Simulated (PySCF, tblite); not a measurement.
# C₅H₄FNS: geometry, infrared bands and NMR shifts

What infrared bands and NMR shifts should C₅H₄FNS (`C=C(F)c1cncs1`) show?

The runs use tblite 0.8.0 and PySCF 2.14.0, with density-fitted response routines of our own; the level of theory stands in each step. All values are computed, except where a source is named. Atoms count from 0, in the outputs and in this text.

## (1) The molecule as given

12 atoms, charge 0, multiplicity 1; geometry from: force field or distance geometry start.

Bonds of the start (Å): C0–C1 1.32, C1–F2 1.35, C1–C3 1.46, C3–C4 1.36, C4–N5 1.30, N5–C6 1.30, C6–S7 1.84, S7–C3 1.75, C0–H8 1.08, C0–H9 1.11, C4–H10 1.11, C6–H11 1.07.

## (2) Relaxing the molecule with GFN2-xTB

What the job is given:

```
{"job": {"kind": "relax", "xc": "GFN2-xTB", "basis": "xTB"}, "charge": 0, "multiplicity": 1}
C     -2.209100    -0.607400    -0.359200
C     -1.442200     0.348300     0.144000
F     -1.957600     1.453700     0.733000
C     -0.000100     0.124600     0.051300
C      0.976600     0.947500     0.521800
N      2.213400     0.576200     0.337900
C      2.504800    -0.543800    -0.248800
S      0.845400    -1.239600    -0.636500
H     -1.799200    -1.500500    -0.819100
H     -3.312700    -0.511200    -0.323400
H      0.710600     1.907200     1.012500
H      3.471200    -0.955800    -0.439500
```

On the command line:

```
$ OMP_NUM_THREADS=1 python probes_run.py task.json out
```

This one command runs all jobs of the session in turn.

**Question.** This job is followed by: GFN2-xTB harmonic vibrations, gas phase; GIAO PBE0/pcSseg-1 NMR shielding, non-relativistic, gas phase. What will the session give for the following? strongest single infrared mode (GFN2-xTB); zero-point energy (GFN2-xTB); ¹³C shifts against TMS (PBE0/pcSseg-1); ¹H shifts against TMS (PBE0/pcSseg-1); ¹⁹F shifts against CFCl3 (PBE0/pcSseg-1); ¹⁵N shifts against NH3 (PBE0/pcSseg-1); ³³S shifts against CS2 (PBE0/pcSseg-1); surface potential, 1st and 99th percentile.

As calculated:

| quantity | value |
| --- | --- |
| strongest single infrared mode (GFN2-xTB) | 1519 cm⁻¹, 80 km/mol |
| zero-point energy (GFN2-xTB) | 48.8 kcal/mol |
| ¹³C shifts against TMS (PBE0/pcSseg-1) | 168.1, 156.4, 144.8, 141.2, 98.9 ppm |
| ¹H shifts against TMS (PBE0/pcSseg-1) | 8.24, 8.06, 5.23, 5.16 ppm |
| ¹⁹F shifts against CFCl3 (PBE0/pcSseg-1) | -109.8 ppm |
| ¹⁵N shifts against NH3 (PBE0/pcSseg-1) | 362.4 ppm |
| ³³S shifts against CS2 (PBE0/pcSseg-1) | 271 ppm |
| surface potential, 1st and 99th percentile | -1.50 V and 1.45 V |

**Reading.** Over 33 steps the energy fell by 0.714 eV; of the close pairs, C6–S7 changed most, 1.841 to 1.737 Å. All 30 modes are real, so the xTB geometry is a minimum. The strongest single mode, at 1519 cm⁻¹, is carried by N5, C6, C3, C4. GFN2-xTB is a fitted tight-binding method: band positions and strengths are rough. Its intensities can rank the bands wrongly. At PBE0/pcSseg-1: Shielding is most anisotropic at N5 (span 620 ppm, paramagnetic term -426 ppm). NICS(1)zz of -25 ppm above the planar ring from C3 marks a diatropic (aromatic) ring current. By nearest atom (PBE0/pcSseg-1), the HOMO sits on C0 26 %; C3, C4, C6 about 15 % each and the LUMO on C6 18 %; S7 15 %.
